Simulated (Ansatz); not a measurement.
# NiS: the cost of one run

Program: Ansatz 0.2.0. Level of theory: DFT LDA+U (U_eff = 4 eV on Ni d), plane waves, PAW. These are calculated values, not measurements.

## (1) The structure to begin with

The structure is hexagonal, space group P6_3/mmc (No. 194). Conventional cell: a = 3.425 Å, b = 3.425 Å, c = 5.340 Å, α = 90.00°, β = 90.00°, γ = 120.00°. Around Ni (site symmetry -3m) lie 6 S at 2.39 Å and 2 Ni at 2.67 Å. S (site symmetry -6m2) is surrounded by 6 Ni at 2.39 Å.

Structure file:

```cif
data_structure
_symmetry_space_group_name_H-M 'P 1'
_symmetry_Int_Tables_number 1
_cell_length_a 3.4250
_cell_length_b 3.4250
_cell_length_c 5.3400
_cell_angle_alpha 90.000
_cell_angle_beta 90.000
_cell_angle_gamma 120.000
_cell_volume 54.25
loop_
_atom_site_label
_atom_site_type_symbol
_atom_site_fract_x
_atom_site_fract_y
_atom_site_fract_z
_atom_site_occupancy
Ni1 Ni 0.00000 0.00000 0.00000 1
Ni2 Ni 0.00000 0.00000 0.50000 1
S1 S 0.33333 0.66667 0.25000 1
S2 S 0.66667 0.33333 0.75000 1
```

## (2) Ferromagnetic start, free, symmetry kept, no search

input.yaml reads:

```yaml
crystal:
  lattice:
    - [3.42500121, 0.0, 0.0]
    - [-1.71250061, 2.96613806, 0.0]
    - [0.0, 0.0, 5.33999987]
  atoms:
    - { symbol: Ni, position: [0.0, 0.0, 0.0], spin: 2.0 }
    - { symbol: Ni, position: [0.0, 0.0, 0.5], spin: 2.0 }
    - { symbol: S, position: [0.3333333333, 0.6666666667, 0.25] }
    - { symbol: S, position: [0.6666666667, 0.3333333333, 0.75] }
basis:
  ecutwfc: 420
  ecutrho_ratio: 4
kpoints:
  mp_grid: { grid: [6, 6, 4] }
hamiltonian:
  xc: lda
  hubbard:
    sites: [{ site: 0, l: d, u_eff: 4.0 }, { site: 1, l: d, u_eff: 4.0 }]
scf:
  occupations: { method: gaussian, width: 0.05 }
  lower_state_search: "off"
  max_iter: 150
output:
  forces: true
  stress: true
  eigenvalues: true
  populations: true
  hubbard: { sites: [{ site: 0, l: d }, { site: 1, l: d }] }
magnetization:
  spin_polarized: true
```

Started as:

```sh
$ ansatz run input.yaml --threads 2 --pin off --max-ram 3072MiB --backend cpu --events-out ev --progress --plain --runs-dir out
```

What time and memory should one allow on 2 threads of Intel Xeon Platinum 8488C (Sapphire Rapids), shared host?

About 3 s, with a peak of 0.44 GiB.
